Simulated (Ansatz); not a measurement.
# Ti3Se4: one candidate structure

Where does Ti3Se4 go from the start given, structure listed in a database for this formula (P6_3/m, No. 176)?

Computed with Ansatz 0.2.0 (DFT r2SCAN, scalar-relativistic, plane waves, PAW, unless a step's input says otherwise).

## Step 1: The starting structure

It takes space group P6_3/m (No. 176, hexagonal). Conventional cell: a = 9.901 Å, b = 9.901 Å, c = 3.576 Å, α = 90.00°, β = 90.00°, γ = 120.00°. Ti (site symmetry m) has 6 Se at 2.55 to 2.66 Å as nearest neighbours. Se (site symmetry m) is surrounded by 4 Ti at 2.55 to 2.66 Å. Around Se (site symmetry -6) lie 6 Ti at 2.60 Å.

As a file:

```cif
data_structure
_symmetry_space_group_name_H-M 'P 1'
_symmetry_Int_Tables_number 1
_cell_length_a 9.9012
_cell_length_b 9.9012
_cell_length_c 3.5763
_cell_angle_alpha 90.000
_cell_angle_beta 90.000
_cell_angle_gamma 120.000
_cell_volume 303.63
loop_
_atom_site_label
_atom_site_type_symbol
_atom_site_fract_x
_atom_site_fract_y
_atom_site_fract_z
_atom_site_occupancy
Ti1 Ti 0.51100 0.64221 0.75000 1
Ti2 Ti 0.86879 0.51100 0.25000 1
Ti3 Ti 0.64221 0.13121 0.25000 1
Ti4 Ti 0.35779 0.86879 0.75000 1
Ti5 Ti 0.13121 0.48900 0.75000 1
Ti6 Ti 0.48900 0.35779 0.25000 1
Se1 Se 0.64810 0.95120 0.75000 1
Se2 Se 0.69690 0.64810 0.25000 1
Se3 Se 0.95120 0.30310 0.25000 1
Se4 Se 0.04880 0.69690 0.75000 1
Se5 Se 0.30310 0.35190 0.75000 1
Se6 Se 0.35190 0.04880 0.25000 1
Se7 Se 0.33333 0.66667 0.25000 1
Se8 Se 0.66667 0.33333 0.75000 1
```

## Step 2: Quick check of gap, pressure and forces

input.yaml

```yaml
crystal:
  lattice:
    - [9.901155537, 0.0, 0.0]
    - [-4.9505777685, 8.5746522219, 0.0]
    - [0.0, 0.0, 3.5763218]
  atoms:
    - { symbol: Ti, position: [0.51099702, 0.64221137, 0.75], spin: 1.0 }
    - { symbol: Ti, position: [0.86878565, 0.51099702, 0.25], spin: 1.0 }
    - { symbol: Ti, position: [0.64221137, 0.13121435, 0.25], spin: 1.0 }
    - { symbol: Ti, position: [0.35778863, 0.86878565, 0.75], spin: 1.0 }
    - { symbol: Ti, position: [0.13121435, 0.48900298, 0.75], spin: 1.0 }
    - { symbol: Ti, position: [0.48900298, 0.35778863, 0.25], spin: 1.0 }
    - { symbol: Se, position: [0.64809692, 0.95119672, 0.75] }
    - { symbol: Se, position: [0.6969002, 0.64809692, 0.25] }
    - { symbol: Se, position: [0.95119672, 0.3030998, 0.25] }
    - { symbol: Se, position: [0.04880328, 0.6969002, 0.75] }
    - { symbol: Se, position: [0.3030998, 0.35190308, 0.75] }
    - { symbol: Se, position: [0.35190308, 0.04880328, 0.25] }
    - { symbol: Se, position: [0.33333333, 0.66666667, 0.25] }
    - { symbol: Se, position: [0.66666667, 0.33333333, 0.75] }
basis:
  ecutwfc: 500
kpoints:
  mp_grid: { grid: [3, 3, 6] }
hamiltonian:
  xc: r2scan
scf:
  occupations: { method: gaussian, width: 0.1 }
  lower_state_search: "off"
output:
  forces: true
  stress: true
  eigenvalues: true
  populations: true
magnetization:
  spin_polarized: true
```

The run is started by

```bash
ansatz run input.yaml --threads 4 --pin off --max-ram 8192MiB --backend cpu --events-out ev --progress --plain --runs-dir out
```

Log (excerpt; [...] marks lines left out):

```text
[...]
this state was not tested for a lower state beside it, because the mixer in use, unlike msr1, does not test its closes by its own steps (another_mixer; see scf.mixing.algorithm and scf.lower_state_search)
SCF converged after 27 iterations
Magnetization: -0.0000 μB (100.0000 up, 100.0000 down)
Absolute magnetization: 0.0002 μB (∫|ρ↑−ρ↓|, with the PAW one-centre terms)
Spin contamination: 0.0000 ħ² per cell (⟨S²⟩ above its minimum at these occupations)
[...]
Free energy (F): -58870.473759 eV
[...]
E sigma→0 (E₀):  -58870.465166 eV
Entropy (-TS):   -0.017186 eV (-1.228 meV/atom)
Fermi energy:    10.198117 eV
[...]
--- Forces (eV/Å), atoms counted from 1 ---
  atom   1  Ti    -0.09907546     0.01637028    -0.00000000
  atom   2  Ti    -0.06371481    -0.07761673    -0.00000000
  atom   3  Ti    -0.03536066     0.09398700    -0.00000000
  atom   4  Ti     0.03536066    -0.09398700     0.00000000
  atom   5  Ti     0.06371481     0.07761673     0.00000000
  atom   6  Ti     0.09907546    -0.01637028     0.00000000
  atom   7  Se    -0.05188916    -0.04115157    -0.00000000
  atom   8  Se     0.00969372    -0.06551311    -0.00000000
[...]
--- Stress (GPa, compression-positive) ---
       -0.275568      -0.000000      -0.000000
        0.000000      -0.275568       0.000000
       -0.000000       0.000000       0.044913
  P = ⅓ Tr σ = -0.1687 GPa (-1.687 kbar)
--- Band table (eV; the first three rows and the last of 24) ---
[...]
--- Löwdin populations: 14 sites ---
  site symbol       q [e]    m [muB]
     0     Ti     11.3849    -0.0000
     1     Ti     11.3849    -0.0000
     2     Ti     11.3849    -0.0000
     3     Ti     11.3849    -0.0000
     4     Ti     11.3849    -0.0000
     5     Ti     11.3849    -0.0000
     6     Se     16.3609     0.0000
     7     Se     16.3609     0.0000
     8     Se     16.3609     0.0000
     9     Se     16.3609     0.0000
    10     Se     16.3609     0.0000
    11     Se     16.3609     0.0000
    12     Se     16.3469     0.0000
    13     Se     16.3469     0.0000
  spilling = 0.004157 (of n_electrons = 200.000000)
```

Run time: 94 s. Hardware: 4 threads of Arm Neoverse V2, shared host; peak memory 2.3 GiB.

Per atom:

| atom | Löwdin electrons |
| --- | --- |
| Ti1 | 11.38 |
| Ti2 | 11.38 |
| Ti3 | 11.38 |
| Ti4 | 11.38 |
| Ti5 | 11.38 |
| Ti6 | 11.38 |
| Se7 | 16.36 |
| Se8 | 16.36 |
| Se9 | 16.36 |
| Se10 | 16.36 |
| Se11 | 16.36 |
| Se12 | 16.36 |
| Se13 | 16.35 |
| Se14 | 16.35 |

The Löwdin counts miss 0.83 of the 200 electrons, which the atomic orbitals do not span, so they are no charges.

From the probe: pressure -0.2 GPa, largest force 0.10 eV/Å, gap on this mesh none (metal). By this gap the next run takes a mesh of 6×6×10.

## Step 3: The relaxation

input.yaml

```yaml
crystal:
  lattice:
    - [9.901155537, 0.0, 0.0]
    - [-4.9505777685, 8.5746522219, 0.0]
    - [0.0, 0.0, 3.5763218]
  atoms:
    - { symbol: Ti, position: [0.51099702, 0.64221137, 0.75] }
    - { symbol: Ti, position: [0.86878565, 0.51099702, 0.25] }
    - { symbol: Ti, position: [0.64221137, 0.13121435, 0.25] }
    - { symbol: Ti, position: [0.35778863, 0.86878565, 0.75] }
    - { symbol: Ti, position: [0.13121435, 0.48900298, 0.75] }
    - { symbol: Ti, position: [0.48900298, 0.35778863, 0.25] }
    - { symbol: Se, position: [0.64809692, 0.95119672, 0.75] }
    - { symbol: Se, position: [0.6969002, 0.64809692, 0.25] }
    - { symbol: Se, position: [0.95119672, 0.3030998, 0.25] }
    - { symbol: Se, position: [0.04880328, 0.6969002, 0.75] }
    - { symbol: Se, position: [0.3030998, 0.35190308, 0.75] }
    - { symbol: Se, position: [0.35190308, 0.04880328, 0.25] }
    - { symbol: Se, position: [0.33333333, 0.66666667, 0.25] }
    - { symbol: Se, position: [0.66666667, 0.33333333, 0.75] }
basis:
  ecutwfc: 500
kpoints:
  mp_grid: { grid: [6, 6, 10] }
hamiltonian:
  xc: r2scan
scf:
  occupations: { method: gaussian, width: 0.1 }
output:
  forces: true
  stress: true
  eigenvalues: true
relax:
  adjacent_minimum: "off"
  f_tol: 0.01
  max_steps: 80
  cell: { stress_tol: 0.05 }
```

The run is started by

```bash
ansatz run input.yaml --threads 4 --pin off --max-ram 8192MiB --backend cpu --events-out ev --progress --plain --runs-dir out
```

Log:

```text
Warning: RAYON_NUM_THREADS=4 ignored (pool sized by the plan → 4); use --threads N
Engine: ansatz 0.2.0, aarch64-unknown-linux-gnu
Pseudopotentials: kind: paw
Pseudopotential: Ti, paw, valence charge 12, recommended cutoff 500 eV (meta_gga), Ti.paw.azcp
Pseudopotential: Se, paw, valence charge 16, recommended cutoff 500 eV (meta_gga), Se.paw.azcp
Functional definition: r2SCAN
  parameter k0 = 0.174
  parameter k1 = 0.065
  parameter a1 = 4.9479
  exchange = r2scan_x(k0 = k0, k1 = k1, a1 = a1)
  correlation = r2scan_c
Crystal: 14 atoms, lattice volume = 303.626 Å³
Basis set: ecut = 500 eV, 7729 PW (Γ), exchange–correlation on 300×300×108 points (64 copies of the dense FFT grid, shifted against one another)
Bands: 120, of which v1, the nominal top of the filled ones, is band 100 counted from 1 (99 counted from 0)
Symmetry: 12 space group operations
Space group: P63/m (ITA 176), of the structure as read, at distance tolerance 6.7e-5 Å
k-points: 48 of 360
Non-local potential: Ti, projectors of the file, l = 0: 3, l = 1: 2, l = 2: 3, l = 3: 1
Non-local potential: Se, projectors of the file, l = 0: 2, l = 1: 2, l = 2: 3, l = 3: 1
PAW form: soft (Blöchl's): semilocal exchange-correlation on the pseudo side does not see the compensation charge
PAW frozen core: Ti, regenerated for the run's functional (the file was generated under x = pbe(κ = 0.804, μ = 0.2195149727645171), c = pbe(β = 0.06672455060314922))
PAW frozen core: Se, regenerated for the run's functional (the file was generated under x = pbe(κ = 0.804, μ = 0.2195149727645171), c = pbe(β = 0.06672455060314922))
PAW one-centre angular grid: Ti, 590 points (default); XC on 160 Gauss nodes
PAW one-centre angular grid: Se, 590 points (default); XC on 160 Gauss nodes
Initial density: superposition of atomic densities (neutral atoms: chi_scale 0, normalization atom), corrected by the library's trained network
Initial wavefunctions: pseudopotential atomic-orbital guess
Functional: x = r2scan, c = r2scan; τ floored in thin density (d = 2e-4 eV/Å³)
SCF iter   1: F=—  HF=-58870.278496 eV  |F-HF|=—  |Δ(HF+E_count)|=         —  Δρ=1.56e-2  dr2=1.11e0  dr2_τ=1.12e-1  ethr=1.77e-3  ⟨swp⟩=5.7  Hψ=21897  notcnv=0
preconditioner: auto → LDOS  [metal: Δε(μ)=0.012 eV  Ē_g=7.719 eV  σ=0.100 eV  W_gap=0.07  n_scr=80 (ndim 8)  ℏωp=18.1 eV  f_vac=0.134  D(μ)=5.43/eV (n_scr^D=20)  β→1.0]
SCF iter   2: F=—  HF=-58870.681246 eV  |F-HF|=—  |Δ(HF+E_count)|=   4.03e-1  Δρ=1.59e-2  dr2=1.29e0  dr2_τ=7.75e-2  ethr=5.53e-4  ⟨swp⟩=3.0  Hψ=10834  notcnv=0  defer=523
SCF iter   3: F=—  HF=-58870.460342 eV  |F-HF|=—  |Δ(HF+E_count)|=   2.21e-1  Δρ=1.53e-3  dr2=1.31e-2  dr2_τ=3.54e-4  ethr=5.53e-4  ⟨swp⟩=2.3  Hψ=7048  notcnv=0  defer=523
SCF iter   4: F=—  HF=-58870.461103 eV  |F-HF|=—  |Δ(HF+E_count)|=   7.61e-4  Δρ=6.14e-4  dr2=1.42e-3  dr2_τ=7.50e-5  ethr=6.54e-6  ⟨swp⟩=2.1  Hψ=8686  notcnv=0  defer=518
SCF iter   5: F=—  HF=-58870.461339 eV  |F-HF|=—  |Δ(HF+E_count)|=   2.35e-4  Δρ=1.94e-4  dr2=1.57e-4  dr2_τ=6.63e-6  ethr=7.12e-7  ⟨swp⟩=2.0  Hψ=7598  notcnv=0  defer=518
SCF iter   6: F=—  HF=-58870.461320 eV  |F-HF|=—  |Δ(HF+E_count)|=   1.90e-5  Δρ=5.46e-5  dr2=9.99e-6  dr2_τ=2.61e-7  ethr=7.83e-8  ⟨swp⟩=2.0  Hψ=6966  notcnv=0  defer=518
SCF iter   7: F=—  HF=-58870.461576 eV  |F-HF|=—  |Δ(HF+E_count)|=   2.56e-4  Δρ=1.27e-5  dr2=5.28e-7  dr2_τ=1.52e-8  ethr=4.99e-9  ⟨swp⟩=2.0  Hψ=7001  notcnv=0  defer=518
SCF iter   8: F=-58870.461577 eV  HF=-58870.461577 eV  |F-HF|=6.61e-8  |Δ(HF+E_count)|=   6.43e-7  Δρ=3.92e-6  dr2=3.79e-8  dr2_τ=1.16e-9  ethr=5.00e-11  ⟨swp⟩=11.0  Hψ=25382  notcnv=0
SCF 1 converged in 8 iterations: F = -58870.461577 eV  dr2 = 3.79e-8
relax step   1: F+E_penalty+E_count = -58870.46157659 eV  Δ(F+E_penalty+E_count) = +0.000e0 eV  max|allowed force component| = 3.888e-2 eV/Å  Δτ_max = 0.0000 Å  P = -0.161 GPa  Ω = 303.626 Å³  (8 SCF iters, dr2 threshold 1.00e-7 eV, accepted)
[... 15 lines left out ...]
relax step   2: F+E_penalty+E_count = -58870.46208013 eV  Δ(F+E_penalty+E_count) = -5.035e-4 eV  max|allowed force component| = 3.696e-2 eV/Å  Δτ_max = 0.0104 Å  P = +0.049 GPa  Ω = 303.772 Å³  energy of the carried Pulay correction = -3.425e-5 eV  (7 SCF iters, dr2 threshold 1.47e-7 eV, accepted)
[... 10 lines left out ...]
relax step   3: F+E_penalty+E_count = -58870.46287439 eV  Δ(F+E_penalty+E_count) = -7.943e-4 eV  max|allowed force component| = 3.643e-3 eV/Å  Δτ_max = 0.0058 Å  P = +0.015 GPa  Ω = 303.445 Å³  energy of the carried Pulay correction = +4.262e-5 eV  (6 SCF iters, dr2 threshold 8.54e-8 eV, accepted)
[... 9 lines left out ...]
relax step   4: F+E_penalty+E_count = -58870.46284574 eV  Δ(F+E_penalty+E_count) = +2.865e-5 eV  max|allowed force component| = 3.667e-3 eV/Å  Δτ_max = 0.0000 Å  P = +0.015 GPa  Ω = 303.445 Å³  stress off target by 2.07e-2 GPa  SCF on the basis re-selected at this cell (its energy is not comparable with the rows above)  (5 SCF iters)
basis re-selected at this cell: Δ(F+E_penalty+E_count) = +2.865e-5 eV, ΔP = -0.000 GPa vs the last step (what re-selecting the basis moved, of the pressure what is left beyond the Pulay correction that the steps carried, after the strain that the cell walked since its last selection, with what the two solves' SCF thresholds leave and, on support functions, any second-order correction that the steps lacked; it is no measure of the basis error at this ecutwfc). This SCF's stress stands 2.07e-2 GPa from its target on what of the cell is left free (relax.cell.stress_tol is 5.00e-2 GPa) and its largest allowed force component is 3.67e-3 eV/Å (relax.f_tol is 1.00e-2 eV/Å): within both
SCF converged after 5 iterations
Free energy (F): -58870.462846 eV
Harris-Foulkes:  -58870.462846 eV  (|F-HF|=5.53e-10)
Internal energy: -58870.435034 eV  (E = F + TS)
E sigma→0 (E₀):  -58870.448940 eV
Entropy (-TS):   -0.027812 eV (-1.987 meV/atom)
Fermi energy:    10.234471 eV
--- Per-component energies (eV) ---
  E_band       = -4289.575186
  E_kinetic    = 2600.169544
  E_local      = -31078.158881  (includes V_loc(G=0)·N_el)
  E_nonlocal   = -4716.951098
  E_hartree    = 14945.220178
  E_xc         = -1354.435515
  E_vxc        = -1656.183298  (∫ρ·V_xc dr)
  E_paw        = -21740.872027  (= ΣΔE_a)
  E_vpaw       = 575.161753  (= ΣTr[D̂ρ^β])
  E_aug_tail   = -0.001123  (compensation charges beyond the density's cutoff)
  E_vtau       = 95.948236  (kinetic-family band-sum trace: ∫τ·v_τ [+ j·A + Jᵃ·Aᵃ] dr)
  E_ewald      = -17509.767207
  E_core_change = -15.638905  (= ΣΔE_core)
  E_smearing   = -0.027812  (= −TS)
  E_closure    = -0.000000  (closes the sum)
  Σ components = -58870.462846   (vs F -58870.462846, Δ=0.00e0)
--- Forces (eV/Å), atoms counted from 1 ---
  atom   1  Ti    -0.00335328     0.00152633    -0.00000000
  atom   2  Ti    -0.00299848    -0.00214086    -0.00000000
  atom   3  Ti    -0.00035480     0.00366719    -0.00000000
  atom   4  Ti     0.00035480    -0.00366719     0.00000000
  atom   5  Ti     0.00299848     0.00214086     0.00000000
  atom   6  Ti     0.00335328    -0.00152633     0.00000000
  atom   7  Se     0.00219094    -0.00286561     0.00000000
  atom   8  Se     0.00357716     0.00046460     0.00000000
  atom   9  Se    -0.00138623    -0.00333021     0.00000000
  atom  10  Se     0.00138623     0.00333021     0.00000000
  atom  11  Se    -0.00357716    -0.00046460    -0.00000000
  atom  12  Se    -0.00219094     0.00286561     0.00000000
  atom  13  Se    -0.00000000    -0.00000000    -0.00000000
  atom  14  Se     0.00000000     0.00000000     0.00000000
  max |Σ_I F_I| component: 4.48e-18 eV/Å
--- Stress (GPa, compression-positive) ---
        0.011920      -0.000000      -0.000000
        0.000000       0.011920      -0.000000
       -0.000000      -0.000000       0.020699
  P = ⅓ Tr σ = 0.0148 GPa (0.148 kbar)
--- Band table (eV; the first three rows and the last of 48) ---
  k-point 0: bands = ["-49.7270", "-49.7185", "-49.7185", "-49.7159", "-49.7077", "-49.7077", "-39.3209", "-39.3209", "-39.3209", "-39.3209", "-39.3209", "-39.3209", "-39.2860", "-39.2860", "-39.2860", "-39.2860", "-38.6044", "-38.6040", "-38.6040", "-38.6037", "-38.6034", "-38.6034", "-38.5966", "-38.5966", "-38.5965", "-38.5964", "-38.5963", "-38.5963", "-38.5863", "-38.5861", "-38.5861", "-38.5858", "-38.5858", "-38.5856", "-38.5815", "-38.5814", "-38.5814", "-38.5811", "-38.5811", "-38.5811", "-38.5755", "-38.5755", "-38.5754", "-38.5754", "-38.5754", "-38.5753", "-25.0411", "-25.0272", "-25.0272", "-25.0101", "-24.9978", "-24.9978", "-24.9649", "-24.9619", "-24.9619", "-24.9377", "-24.9037", "-24.9037", "-24.8853", "-24.8464", "-24.8425", "-24.8425", "-24.8297", "-24.8297", "-5.5563", "-5.0440", "-3.9746", "-3.9746", "-3.9360", "-3.9360", "-3.7881", "-3.5285", "4.0645", "4.0645", "4.2529", "4.2529", "5.0806", "5.2881", "5.5394", "5.5394", "5.6585", "5.8220", "5.8220", "5.9864", "6.5809", "7.4298", "7.4298", "7.5237", "7.5237", "7.5471", "7.6455", "7.6455", "7.7553", "8.5961", "8.5961", "8.9954", "9.1760", "9.5852", "10.0894", "10.0894", "10.1219", "10.1219", "10.4476", "10.4476", "10.6940", "11.3740", "11.3740", "11.4022", "11.4022", "11.6444", "11.6715", "11.9126", "12.2226", "12.2226", "12.2750", "12.2750", "12.4316", "12.4316", "12.7227", "12.7227"]
[... 3 lines left out ...]
--- Relaxed structure (3 steps of the walk, 3 accepted, 1 SCFs on fresh bases) ---
  F+E_penalty+E_count = -58870.46284574 eV   max|allowed force component| = 3.667e-3 eV/Å   (the final SCF, on the basis selected at the relaxed cell)
  cell:  # Å, volume = 303.4448 Å³
    - [9.891795920164057, -2.120232870571471e-20, 0.0]
    - [-4.9458979600820285, 8.566546555913341, -8.701985495212489e-35]
    - [8.539835408311661e-36, -3.629430048532456e-35, 3.580953785914325]
  atoms:
    - { symbol: Ti, position: [0.5108204631753833, 0.6425617510601613, 0.75] }
    - { symbol: Ti, position: [0.8682587121152219, 0.5108204631753833, 0.25] }
    - { symbol: Ti, position: [0.6425617510601612, 0.1317412878847781, 0.25] }
    - { symbol: Ti, position: [0.35743824893983867, 0.868258712115222, 0.75] }
    - { symbol: Ti, position: [0.13174128788477812, 0.48917953682461673, 0.75] }
    - { symbol: Ti, position: [0.4891795368246167, 0.3574382489398386, 0.25] }
    - { symbol: Se, position: [0.6477388378716763, 0.9513833965633792, 0.75] }
    - { symbol: Se, position: [0.6963554413082971, 0.6477388378716764, 0.25] }
    - { symbol: Se, position: [0.9513833965633793, 0.30364455869170287, 0.25] }
    - { symbol: Se, position: [0.04861660343662089, 0.6963554413082973, 0.75] }
    - { symbol: Se, position: [0.3036445586917028, 0.35226116212832365, 0.75] }
    - { symbol: Se, position: [0.35226116212832354, 0.048616603436620776, 0.25] }
    - { symbol: Se, position: [0.33333333333333337, 0.6666666666666667, 0.25] }
    - { symbol: Se, position: [0.6666666666666665, 0.33333333333333337, 0.75] }
```

Wall time 3.8 min (4 threads of Arm Neoverse V2, shared host); peak memory 2.9 GiB.

Step by step:

```
step  E - E(step 1) (eV/cell)  largest force component (eV/Å)  pressure (GPa)  volume (Å³)
   1                   0.0000                          0.0389           -0.16       303.63
   2                  -0.0005                          0.0370            0.05       303.77
   3                  -0.0013                          0.0036            0.02       303.44
   4                  -0.0013                          0.0037            0.01       303.44
```

Step 1 is the start. Step 4 repeats the geometry before it on a plane-wave basis chosen anew for that cell, so its energy need not be comparable with the rows above.

|  | before | after | change |
| --- | --- | --- | --- |
| a (Å) | 9.901 | 9.892 | -0.1 % |
| b (Å) | 9.901 | 9.892 | -0.1 % |
| c (Å) | 3.576 | 3.581 | +0.1 % |
| volume (Å³/atom) | 21.69 | 21.67 | -0.1 % |
| shortest distance (Å) | 2.546 | 2.546 | 0.0 % |
| space group (0.01 Å) | P6_3/m | P6_3/m | same |

Forces and stress were held to the start's 12 operations: a distortion of lower symmetry was not tested.

## Step 4: Results

Formation energies count from the elements, computed with the same settings in runs not shown here.

| quantity | value |
| --- | --- |
| cell | a = 9.892 Å, b = 9.892 Å, c = 3.581 Å, α = 90.00°, β = 90.00°, γ = 120.00° |
| space group | P6_3/m (No. 176) |
| volume | 21.67 Å³/atom |
| gap on the mesh | none (metal) |
| formation energy from the elements | -1.373 eV/atom |

The space group stayed P6_3/m, and from the first guess the volume went from 21.69 to 21.67 Å³/atom. With -1.37 eV/atom it lies under the elements, which doesn't yet make it stable against other compounds of them.
